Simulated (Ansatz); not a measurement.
# Ge4P: the cost of one run

Program: Ansatz 0.2.0. Level of theory: DFT PBE, scalar-relativistic, plane waves, PAW. These are calculated values, not measurements.

### Step 1. The starting structure

It takes space group Im-3m (No. 229, cubic). Conventional cell: a = 5.712 Å, b = 5.712 Å, c = 5.712 Å, α = 90.00°, β = 90.00°, γ = 90.00°. Ge (site symmetry -3m) is surrounded by 2 P at 2.47 Å. P (site symmetry m-3m) is surrounded by 8 Ge at 2.47 Å.

As a file:

```
Ge P
1.0
    -2.85618    2.85618    2.85618
     2.85618   -2.85618    2.85618
     2.85618    2.85618   -2.85618
Ge P
4 1
Cartesian
  1.4281 1.4281 1.4281
  -1.4281 1.4281 1.4281
  1.4281 1.4281 -1.4281
  1.4281 -1.4281 1.4281
  0.0000 0.0000 0.0000
```

A structure generator made this guess: species swapped into a database cell of Hg4Pt (Im-3m, No. 229), with Ge on the Hg sites and P on the Pt sites. Its size is a rough estimate.

### Step 2. The guess as it stands, on a coarse mesh

Contents of input.yaml:

```yaml
crystal:
  lattice:
    - [-2.85618024, 2.85618024, 2.85618024]
    - [2.85618024, -2.85618024, 2.85618024]
    - [2.85618024, 2.85618024, -2.85618024]
  atoms:
    - { symbol: Ge, position: [0.5, 0.5, 0.5] }
    - { symbol: Ge, position: [0.5, 0.0, 0.0] }
    - { symbol: Ge, position: [0.0, 0.0, 0.5] }
    - { symbol: Ge, position: [0.0, 0.5, 0.0] }
    - { symbol: P, position: [0.0, 0.0, 0.0] }
basis:
  ecutwfc: 420
kpoints:
  mp_grid: { grid: [4, 4, 4] }
hamiltonian:
  xc: pbe
scf:
  occupations: { method: gaussian, width: 0.1 }
  lower_state_search: "off"
output:
  forces: true
  stress: true
  eigenvalues: true
```

Run with:

```sh
$ ansatz run input.yaml --threads 1 --pin off --max-ram 2048MiB --backend cpu --events-out ev --progress --plain --runs-dir out
```

Q: Estimate wall time and peak memory on 1 thread of Arm Neoverse V1, shared host.

About 1.9 s, with a peak of 0.33 GiB.
